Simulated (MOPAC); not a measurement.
**CH4OSe (SMILES OC[SeH]) at MNDO**

Aim: a structure relaxation of CH4OSe. 

The calculation is run with MOPAC 23.2.5.

5 further runs of the same task are left out: 1 that didn't finish, 4 set aside as unsound or not needed.

**1. The molecule**

The species is CH4OSe (7 atoms), meant as a singlet with charge 0. SMILES: `OC[SeH]`. All atoms were displaced at random from a relaxed shape. The run starts from this shape.

Bond lengths: O1–C2 1.391 Å, C2–Se3 1.956 Å, O1–H4 0.967 Å, C2–H5 1.092 Å, C2–H6 1.092 Å, Se3–H7 1.494 Å. Angles: O1–C2–Se3 115.6°, O1–C2–H5 113.6°, O1–C2–H6 107.4°, Se3–C2–H5 107.3°, Se3–C2–H6 105.6°, C2–O1–H4 109.7°, C2–Se3–H7 94.8°, H5–C2–H6 106.9°.

**2. A structure relaxation at MNDO**

ch4ose.mop

```
CYCLES=300 GNORM=0.02 CHARGE=0 MULLIK GRADIENTS DISP MNDO AUX(PRECISION=6) T=10M THREADS=1
job CH4OSe
OC[SeH]
O -1.223436 1 0.225182 1 -0.680036 1
C -0.117072 1 0.492183 1 0.119478 1
Se 1.558409 1 -0.338722 1 -0.453573 1
H -1.361784 1 -0.730394 1 -0.736558 1
H -0.264550 1 0.232960 1 1.169621 1
H 0.060672 1 1.569168 1 0.080849 1
H 1.411894 1 -1.535792 1 0.428907 1
```

Command:

```console
mopac ch4ose.mop
```

What values should one expect? Wanted: total energy at the end; dipole moment; HOMO energy; LUMO energy; HOMO–LUMO gap; heat of formation.

Answer, from the run:

Level: MNDO.

| quantity | value |
| --- | --- |
| total energy at the end | -24.78030 Eh |
| dipole moment | 1.73 D |
| HOMO energy | -8.96 eV |
| LUMO energy | -0.09 eV |
| HOMO–LUMO gap | 8.87 eV |
| heat of formation | -43.0 kcal/mol |

**Reading.** At the final geometry: Bond lengths: O1–C2 1.373 Å, C2–Se3 1.995 Å, O1–H4 0.950 Å, C2–H5 1.116 Å, C2–H6 1.112 Å, Se3–H7 1.456 Å. Angles: O1–C2–Se3 112.7°, O1–C2–H5 113.5°, O1–C2–H6 108.9°, Se3–C2–H5 105.6°, Se3–C2–H6 106.5°, C2–O1–H4 112.0°, C2–Se3–H7 94.9°, H5–C2–H6 109.3°. The optimisation took 53 steps and changed the energy by -0.100 eV. Mulliken charges run from -0.36 on O1 to +0.25 on H4.
